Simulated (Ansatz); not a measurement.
# SiCl2 (SMILES Cl[Si]Cl): CCSD(T)/cc-pVTZ

Aim: the electronic atomisation energy of SiCl2 at CCSD(T)/cc-pVTZ, from 3 runs. 

The results are computed with Ansatz 0.2.0.

37 further runs of the same task are left out: 1 that didn't finish, 36 set aside as unsound or not needed.

### 1 The system as given

SiCl2: 3 atoms, total charge 0, spin state singlet. SMILES: `Cl[Si]Cl`. Geometry: relaxed at PBE0-D4/def2-TZVP.

Bond lengths: Cl1–Si2 2.077 Å, Si2–Cl3 2.077 Å. Angles: Cl1–Si2–Cl3 101.3°.

### 2 A single-point energy at CCSD(T)/cc-pVTZ

The input, molecule.yaml:

```yaml
crystal:
  periodic: [false, false, false]
  atoms:
    - {symbol: Cl, position_ang: [0.293800, 1.603800, 0.338000]}
    - {symbol: Si, position_ang: [-0.770100, -0.010400, -0.422000]}
    - {symbol: Cl, position_ang: [0.476300, -1.593400, 0.084000]}
basis:
  gaussian: {orbitals: cc-pVTZ}
correlation: {method: ccsd_t, frozen_orbitals: {Cl: 5, Si: 5}}
accuracy: high
scf: {omitted_lower_state_checks: [cluster_reference, increment]}
```

The run is started by

```bash
$ ansatz run molecule.yaml --threads 1 --pin off --max-ram 3480MiB --events-out events.jsonl --progress --plain --runs-dir runs
```

What it wrote:

```text
Warning: RAYON_NUM_THREADS=1 ignored (pool sized by the plan → 1); use --threads N
Functional definition: HF
  name "HF"
  exchange = exact_x
  correlation = 0
these checks for a lower state are left out or cut short: cluster_reference, increment
1569 factors; integrals over basis functions are off by at most 3.2e-9 eV
mean field evaluation 1: about -32871.5206 eV, gradient 1.6e1 eV
mean field evaluation 2: about -32871.7719 eV, gradient 1.7e1 eV
mean field evaluation 4: about -32872.8190 eV, gradient 1.5e0 eV
mean field evaluation 8: about -32872.8568 eV, gradient 1.2e-1 eV
mean field evaluation 16: about -32872.8570 eV, gradient 9.9e-9 eV
mean field -32872.85698031 eV, -1208.0552120036 hartree, gradient 6.6e-8 eV, S^2 0.000000; 0 other end points of the search recorded, 0 dependent functions left out; unrestricted orbitals would lower it
15 core orbitals not correlated: weight in the atoms' cores, before any rotation towards them, 1.000 or more for the frozen orbitals, at most 0.000 for the correlated occupied ones
reference -32872.85698031 eV, -1208.0552120036 hartree; 9, 9 occupied and 78, 78 virtual orbitals, 1569 factors
second order -12.79692752 eV of doubles, -0.00000000 eV of singles
cycle   1  -13.47629412 eV  change   -6.8e-1 eV  update   8.3e-2
cycle   2  -13.79339759 eV  change   -3.2e-1 eV  update   2.7e-2
cycle   3  -13.86233571 eV  change   -6.9e-2 eV  update   1.5e-2
cycle   4  -13.85132325 eV  change    1.1e-2 eV  update   3.9e-3
cycle   5  -13.85000868 eV  change    1.3e-3 eV  update   1.4e-3
cycle   6  -13.85023213 eV  change   -2.2e-4 eV  update   4.5e-4
cycle   7  -13.85016311 eV  change    6.9e-5 eV  update   1.4e-4
cycle   8  -13.85018591 eV  change   -2.3e-5 eV  update   4.7e-5
cycle   9  -13.85018314 eV  change    2.8e-6 eV  update   1.5e-5
cycle  10  -13.85017256 eV  change    1.1e-5 eV  update   5.0e-6
cycle  11  -13.85017548 eV  change   -2.9e-6 eV  update   1.8e-6
cycle  12  -13.85017515 eV  change    3.3e-7 eV  update   6.4e-7
cycle  13  -13.85017563 eV  change   -4.7e-7 eV  update   1.9e-7
cycle  14  -13.85017561 eV  change    2.4e-8 eV  update   8.2e-8
cycle  15  -13.85017556 eV  change    4.6e-8 eV  update   4.4e-8
cycle  16  -13.85017557 eV  change   -9.8e-9 eV  update   3.1e-8
cycle  17  -13.85017551 eV  change    6.2e-8 eV  update   1.1e-7
cycle  18  -13.85017549 eV  change    1.6e-8 eV  update   3.1e-8
cycle  19  -13.85017548 eV  change    8.3e-9 eV  update   8.0e-9
cycle  20  -13.85017548 eV  change    1.4e-9 eV  update   2.6e-9
cycle  21  -13.85017548 eV  change   2.5e-11 eV  update  8.9e-10
perturbative correction -0.63427673 eV, -0.0233092400 hartree
Total energy: -32887.34143252 eV, -1208.5875058045 hartree
Checks for a lower state left out: cluster_reference, increment
```

It took 9.6 s on 1 thread of Arm Neoverse V1, shared host; peak memory 0.5 GiB.

### 3 The Cl atom at the same level

The input, run.yaml:

```yaml
basis:
  gaussian:
    orbitals: cc-pVTZ
crystal:
  periodic: [false, false, false]
  atoms:
    - symbol: Cl
      position_ang: [0.000000, 0.000000, 0.000000]
magnetization:
  spin_polarized: true
  initial_magnetization: 1
correlation:
  method: ccsd_t
  frozen_orbitals: {Cl: 5}
accuracy: high
scf:
  omitted_lower_state_checks: [cluster_reference, increment]
```

Run the same way, it converges to -459.67181 Eh (log not shown).

### 4 The Si atom, same level

The input, in.yaml:

```yaml
crystal:
  periodic: [false, false, false]
  atoms:
    - {symbol: Si, position_ang: [0.000000, 0.000000, 0.000000]}
basis:
  gaussian:
    orbitals: cc-pVTZ
scf:
  omitted_lower_state_checks: [cluster_reference, increment]
magnetization:
  spin_polarized: true
  initial_magnetization: 2
accuracy: high
correlation:
  method: ccsd_t
  frozen_orbitals: {Si: 5}
```

The run is started by

```bash
$ ansatz run in.yaml --threads 1 --pin off --max-ram 3480MiB --events-out events.jsonl --progress --plain --runs-dir runs
```

What it wrote:

```text
Warning: RAYON_NUM_THREADS=1 ignored (pool sized by the plan → 1); use --threads N
[... 4 set-up lines as earlier in the session ...]
these checks for a lower state are left out or cut short: cluster_reference, increment
342 factors; integrals over basis functions are off by at most 3.0e-9 eV
mean field evaluation 1: about -7859.9623 eV, gradient 4.0e0 eV
mean field evaluation 2: about -7859.9629 eV, gradient 4.0e0 eV
mean field evaluation 4: about -7860.1832 eV, gradient 2.3e-1 eV
mean field evaluation 8: about -7860.1838 eV, gradient 6.6e-4 eV
mean field evaluation 16: about -7860.1838 eV, gradient 1.3e-3 eV
mean field evaluation 32: about -7860.1838 eV, gradient 1.3e-3 eV
mean field -7860.18381843 eV, -288.8564275033 hartree, gradient 2.2e-8 eV, S^2 2.014737; 5 other end points of the search recorded, 0 dependent functions left out
5 core orbitals not correlated: weight in the atoms' cores, before any rotation towards them, 1.000 or more for the frozen orbitals, at most 0.000 for the correlated occupied ones
reference -7860.18381843 eV, -288.8564275033 hartree; 3, 1 occupied and 26, 28 virtual orbitals, 342 factors
second order -1.52591100 eV of doubles, -0.00000000 eV of singles
cycle   1  -1.86462728 eV  change   -3.4e-1 eV  update   5.5e-2
cycle   2  -2.00749158 eV  change   -1.4e-1 eV  update   2.2e-2
cycle   3  -2.01879628 eV  change   -1.1e-2 eV  update   5.6e-3
cycle   4  -2.02080623 eV  change   -2.0e-3 eV  update   1.2e-3
cycle   5  -2.02012599 eV  change    6.8e-4 eV  update   2.3e-4
cycle   6  -2.02048368 eV  change   -3.6e-4 eV  update   5.7e-5
cycle   7  -2.02039665 eV  change    8.7e-5 eV  update   1.2e-5
cycle   8  -2.02040906 eV  change   -1.2e-5 eV  update   2.2e-6
cycle   9  -2.02040854 eV  change    5.2e-7 eV  update   4.8e-7
cycle  10  -2.02040854 eV  change    1.1e-9 eV  update   1.3e-7
cycle  11  -2.02040857 eV  change   -2.9e-8 eV  update   2.8e-8
cycle  12  -2.02040858 eV  change   -6.7e-9 eV  update   1.5e-8
cycle  13  -2.02040862 eV  change   -4.1e-8 eV  update   3.0e-8
cycle  14  -2.02040863 eV  change   -9.6e-9 eV  update   1.1e-8
cycle  15  -2.02040863 eV  change   -1.7e-9 eV  update   2.2e-9
cycle  16  -2.02040863 eV  change   2.8e-10 eV  update  5.8e-10
cycle  17  -2.02040863 eV  change  -5.1e-11 eV  update  1.5e-10
perturbative correction -0.06657972 eV, -0.0024467595 hartree
Total energy: -7862.27080678 eV, -288.9331229106 hartree
Checks for a lower state left out: cluster_reference, increment
```

Run time: 0.52 s. Hardware: 1 thread of Arm Neoverse V1, shared host.

### 5 Outcome

At CCSD(T)/cc-pVTZ, 15 core orbitals frozen:

```
                                              quantity           value
                                molecule: total energy  -1208.58751 Eh
molecule: correlation energy (15 core orbitals frozen)      -532.3 mEh
                              molecule: (T) correction      -23.31 mEh
                               molecule: T1 diagnostic           0.013
                                 Cl atom: total energy   -459.67181 Eh
  Cl atom: correlation energy (5 core orbitals frozen)      -186.4 mEh
                               Cl atom: (T) correction       -5.53 mEh
            Cl atom: ⟨S²⟩ of the reference determinant           0.759
                                Cl atom: T1 diagnostic           0.007
                                 Si atom: total energy   -288.93312 Eh
  Si atom: correlation energy (5 core orbitals frozen)       -76.7 mEh
                               Si atom: (T) correction       -2.45 mEh
            Si atom: ⟨S²⟩ of the reference determinant           2.015
                                Si atom: T1 diagnostic           0.012
                         electronic atomisation energy        8.456 eV
```

In words: Taking the molecule apart into free atoms costs 8.46 eV (195 kcal/mol), before zero-point energy and without spin-orbit coupling. The restricted solution (molecule) is unstable to spin breaking: an unrestricted one lies lower. The triples (molecule) make up 4.4 % of the correlation energy. The triples (Cl atom) make up 3.0 % of the correlation energy. The triples (Si atom) make up 3.2 % of the correlation energy.
